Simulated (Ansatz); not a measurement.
# F2GeH2Se2: up Jacob's ladder to CCSD(T)

Aim: compute F2GeH2Se2 with functionals from several rungs and with coupled cluster, and see how far each lands from CCSD(T) at the basis-set limit for the atomisation energy.

Computed with Ansatz 0.2.0, Gaussian basis. Level: functionals in def2-TZVPP, the program's frozen cores in correlated methods.

Levels to be run: LDA (SPW92), PBE-D4, revPBE-D4, BLYP-D4, r2SCAN-D4, B97M-V, PBE0-D4, B3LYP-D4, r2SCANh-D4, r2SCAN0-D4, HSE06-D4, BHLYP-D4, CAM-B3LYP-D4, LC-ωPBE, ωB97X-V, ωB97M-V, B2PLYP, PBE-QIDH; CCSD(T)/def2-SVP; CCSD(T)/def2-TZVPP; MP2/def2-QZVPP; extrapolation to the limit; RPA on PBE.

**1. The relaxed structure**

The geometry comes from an earlier relaxation with PBE0-D4 in a triple-zeta def2 set; it is a stationary point, not always the lowest conformer.

SMILES `[F][Ge]([F])([SeH])[SeH]`, 7 atoms, charge 0, spin multiplicity 1.

Atoms are counted from 1 here; the program's logs count them from 0.

Bond lengths: F1–Ge2 1.724 Å, Ge2–F3 1.726 Å, Ge2–Se4 2.322 Å, Ge2–Se5 2.319 Å, Se4–H6 1.470 Å, Se5–H7 1.470 Å. Angles: F1–Ge2–F3 102.9°, F1–Ge2–Se4 112.7°, F1–Ge2–Se5 104.8°, F3–Ge2–Se4 107.1°, F3–Ge2–Se5 113.2°, Se4–Ge2–Se5 115.5°, Ge2–Se4–H6 90.2°, Ge2–Se5–H7 90.5°.

Geometry (Å):

```xyz
7
charge 0, multiplicity 1
F     0.9555   -1.3940    1.3515
Ge    0.2249   -0.3916    0.1544
F    -0.8148   -1.4859   -0.6823
Se   -1.1207    1.2643    1.0707
Se    1.9919    0.3628   -1.1438
H    -2.2586    0.3334    1.0954
H     1.0830    1.2432   -1.8916
```

**2. LDA**

This LDA is Slater exchange with PW92 correlation.

Contents of in.yaml:

```yaml
crystal:
  periodic: [false, false, false]
  atoms:
    - {symbol: F, position_ang: [0.955520, -1.394048, 1.351504]}
    - {symbol: Ge, position_ang: [0.224896, -0.391627, 0.154418]}
    - {symbol: F, position_ang: [-0.814772, -1.485921, -0.682281]}
    - {symbol: Se, position_ang: [-1.120705, 1.264301, 1.070734]}
    - {symbol: Se, position_ang: [1.991904, 0.362760, -1.143791]}
    - {symbol: H, position_ang: [-2.258647, 0.333393, 1.095403]}
    - {symbol: H, position_ang: [1.083004, 1.243242, -1.891588]}
basis:
  gaussian: {orbitals: def2-TZVPP}
hamiltonian: {xc: lda}
output: {orbitals: {seedname: orbitals}}
```

Started as:

```bash
$ ansatz run in.yaml --threads 4 --pin off --events-out ev --progress --plain --max-ram 11315MiB
```

The runs that follow: PBE-D4 (GGA); revPBE-D4 (GGA); BLYP-D4 (GGA); r2SCAN-D4 (meta-GGA); B97M-V (meta-GGA); B3LYP-D4 (hybrid); r2SCANh-D4 (hybrid); r2SCAN0-D4 (hybrid); HSE06-D4 (hybrid); BHLYP-D4 (hybrid); CAM-B3LYP-D4 (range-separated); LC-ωPBE (range-separated); ωB97X-V (range-separated); ωB97M-V (range-separated); B2PLYP (double hybrid); PBE-QIDH (double hybrid); CCSD(T) in def2-SVP; CCSD(T) in def2-TZVPP; MP2 in def2-QZVPP; RPA on PBE orbitals.

**Question.** What will the summary of the whole plan be? Wanted: atomisation energy, CCSD(T)/CBS; farthest beyond LDA; mean size of error, GGA; mean size of error, meta-GGA; mean size of error, hybrid; mean size of error, range-separated; mean size of error, double hybrid; gap, smallest and largest; T1 diagnostic.

As calculated:

```
                               quantity                                      value
        atomisation energy, CCSD(T)/CBS                              2152.3 kJ/mol
 functionals within 21.5 kJ/mol (1.0 %)                 r2SCAN-D4, B97M-V, ωB97X-V
                    farthest beyond LDA                   BHLYP-D4 (-143.6 kJ/mol)
                mean size of error, GGA                                36.9 kJ/mol
           mean size of error, meta-GGA                                 6.7 kJ/mol
             mean size of error, hybrid                                64.7 kJ/mol
    mean size of error, range-separated                                40.2 kJ/mol
      mean size of error, double hybrid                                55.9 kJ/mol
              gap, smallest and largest  3.97 eV (LDA (SPW92)), 11.05 eV (LC-ωPBE)
                          T1 diagnostic                                     0.0108
triples share of the correlation energy                                      3.4 %
```

**Reading.** LDA overbinds by 384.0 kJ/mol (18 %). PBE-D4 is off by +27.8 kJ/mol. Double hybrids carry the basis error of their MP2 part in triple zeta, and no dispersion term here, so their miss is partly the set-up's. By mean error the best rung here is meta-GGA (6.7 kJ/mol) and the worst beyond LDA is hybrid (64.7 kJ/mol). double hybrid functionals lie within the reference's doubt of that worst mean (55.9 kJ/mol), so those two tie. The mean of the hybrids holds BHLYP, with half exact exchange. The reference freezes the cores and leaves out relativity and excitations past (T), and its outer-core shells are covered unevenly, so misses under about 21.5 kJ/mol can't be ranked. All levels share the lack of spin-orbit coupling, which lowers the free heavy atoms and so the true binding. Hartree-Fock recovers 65 % of the binding; the rest is correlation. CCSD(T) in def2-SVP is off by -209.6 kJ/mol, more than most functionals: a good method in a small basis is no reference. Orbital gaps span 4.0 to 11.1 eV; exact exchange widens them. Correlated methods include outer-core shells of Ge, Se, which these sets cover unevenly.
